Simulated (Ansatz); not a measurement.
# Tl2ZnGaC6N6: the cost of one run

Computed with Ansatz 0.2.0 (DFT PBE, scalar-relativistic, plane waves, PAW, unless a step's input says otherwise).

## (1) Starting point

Symmetry: Fm-3m, No. 225, cubic system. The conventional cell has a = 10.144 Å, b = 10.144 Å, c = 10.144 Å, α = 90.00°, β = 90.00°, γ = 90.00°. Zn (site symmetry m-3m) is surrounded by 6 C at 1.92 Å. Tl (site symmetry -43m) has 12 N at 3.63 Å and 12 C at 3.64 Å in its first shell of neighbours. Ga (site symmetry m-3m) is surrounded by 6 N at 1.99 Å. Around C (site symmetry 4mm) lie 1 N at 1.17 Å and 1 Zn at 1.92 Å. N (site symmetry 4mm) has 1 C at 1.17 Å and 1 Ga at 1.99 Å in its first shell of neighbours.

Structure file:

```
CELL_PARAMETERS angstrom
0.00000 5.07200 5.07200
5.07200 0.00000 5.07200
5.07200 5.07200 0.00000
ATOMIC_POSITIONS crystal
Zn 0.00000 0.00000 0.00000
Tl 0.25000 0.25000 0.25000
Tl 0.75000 0.75000 0.75000
Ga 0.50000 0.50000 0.50000
C 0.81102 0.18898 0.18898
C 0.18898 0.81102 0.18898
C 0.18898 0.18898 0.81102
C 0.18898 0.81102 0.81102
C 0.81102 0.18898 0.81102
C 0.81102 0.81102 0.18898
N 0.69568 0.30432 0.30432
N 0.30432 0.69568 0.30432
N 0.30432 0.30432 0.69568
N 0.30432 0.69568 0.69568
N 0.69568 0.30432 0.69568
N 0.69568 0.69568 0.30432
```

Recipe of the guess: cyanide-bridged rock-salt net of two metals, 2 guest cations a cell (Fm-3m, No. 225). Lengths come from tabulated atomic sizes and are only a guess.

## (2) The guess as it stands, on a coarse mesh

input.yaml reads:

```yaml
crystal:
  lattice:
    - [0.0, 5.072, 5.072]
    - [5.072, 0.0, 5.072]
    - [5.072, 5.072, 0.0]
  atoms:
    - { symbol: Zn, position: [0.0, 0.0, 0.0] }
    - { symbol: Tl, position: [0.25, 0.25, 0.25] }
    - { symbol: Tl, position: [0.75, 0.75, 0.75] }
    - { symbol: Ga, position: [0.5, 0.5, 0.5] }
    - { symbol: C, position: [0.81102129, 0.18897871, 0.18897871] }
    - { symbol: C, position: [0.18897871, 0.81102129, 0.18897871] }
    - { symbol: C, position: [0.18897871, 0.18897871, 0.81102129] }
    - { symbol: C, position: [0.18897871, 0.81102129, 0.81102129] }
    - { symbol: C, position: [0.81102129, 0.18897871, 0.81102129] }
    - { symbol: C, position: [0.81102129, 0.81102129, 0.18897871] }
    - { symbol: "N", position: [0.69568218, 0.30431782, 0.30431782] }
    - { symbol: "N", position: [0.30431782, 0.69568218, 0.30431782] }
    - { symbol: "N", position: [0.30431782, 0.30431782, 0.69568218] }
    - { symbol: "N", position: [0.30431782, 0.69568218, 0.69568218] }
    - { symbol: "N", position: [0.69568218, 0.30431782, 0.69568218] }
    - { symbol: "N", position: [0.69568218, 0.69568218, 0.30431782] }
basis:
  ecutwfc: 420
kpoints:
  mp_grid: { grid: [4, 4, 4] }
hamiltonian:
  xc: pbe
scf:
  occupations: { method: gaussian, width: 0.1 }
  lower_state_search: "off"
output:
  forces: true
  stress: true
  eigenvalues: true
```

Run with:

```sh
ansatz run input.yaml --threads 1 --pin off --max-ram 2560MiB --backend cpu --events-out ev --progress --plain --runs-dir out
```

Q: Estimate wall time and peak memory on 1 thread of Intel Xeon at 2.50GHz (Skylake/Cascade Lake), shared host.

About 24 s, with a peak of 0.61 GiB.
